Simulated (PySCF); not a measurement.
# The bond of LiCd+, level by level

An exercise on one series of results from a longer session: the logs are not shown, and one member is left open.

Program: PySCF 2.14.0. Level of theory: Li def2-SVPD, Cd def2-SVPD with ECP28, scalar-relativistic core potentials. These are calculated values, not measurements.

The first run:

A driver script around PySCF takes these settings:

```
atoms                         : Li, Cd
charge                        : 1
basis                         : Li def2-SVPD, Cd def2-SVPD with ECP28
Hamiltonian                   : scalar-relativistic core potentials
basis functions               : 46
electrons treated             : 22
masses in u                   : 7.0160, 113.9034
levels                        : PBE0, PBE, r²SCAN, BP86, TPSSh, r²SCANh, LC-ωPBE, HF, MP2, SCS-MP2, CCSD, CCSD(T)
grid                          : 80 radial by 434 angular points
occupations                   : held fixed by the projection of orbital angular momentum
dissociation limit            : Li+ + Cd, each in its ground configuration
starting distance in angstrom : 2.785
values of 2S to try           : 0, 2
```

Among the steps run: Set-up; PBE0 along the bond; Excited determinants; PBE (GGA); r²SCAN (meta-GGA); BP86 (GGA); TPSSh (hybrid meta-GGA); r²SCANh (hybrid meta-GGA); LC-ωPBE; RHF; MP2 and coupled cluster.

One table of the session follows, with a row left open; its other results are not shown here.

Energy (eV) from each level's lowest point:

| R (Å) | RHF | RHF-MP2 | RHF-SCS-MP2 | RHF-CCSD | RHF-CCSD(T) |
| --- | --- | --- | --- | --- | --- |
| 2.402 | 0.284 | 0.185 | 0.195 | n/a | n/a |
| 2.514 | 0.151 | 0.085 | 0.091 | 0.098 | 0.096 |
| 2.625 | ? | ? | ? | ? | ? |
| 2.709 | 0.030 | 0.008 | 0.009 | 0.011 | 0.010 |
| 2.793 | 0.008 | 0.000 | 0.000 | 0.000 | 0.000 |
| 2.877 | 0.000 | 0.003 | 0.001 | 0.000 | 0.001 |
| 2.989 | 0.004 | 0.018 | 0.016 | 0.014 | 0.014 |
| 3.128 | 0.026 | 0.051 | 0.047 | 0.044 | 0.045 |
| 3.296 | 0.069 | 0.101 | 0.096 | 0.093 | 0.093 |
| 3.519 | 0.140 | 0.174 | 0.169 | n/a | n/a |

Q: Estimate the row for R (Å) = 2.625 from the others.

Worked estimate for «RHF». A straight line through the neighbours (2.514, 0.151) and (2.709, 0.030) gives 0.151 + (0.030 − 0.151) × (2.625 − 2.514) / (2.709 − 2.514) = 0.082; a parabola fitted to 4 rows on both sides gives 0.066.

As computed: RHF: 0.068; RHF-MP2: 0.029; RHF-SCS-MP2: 0.032; RHF-CCSD: 0.035; RHF-CCSD(T): 0.035. In «RHF» the line misses by +0.014 and the parabola by -0.002.

State 2 has its PBE0 minimum 3.01 eV higher. The other levels ran on the lowest alone.
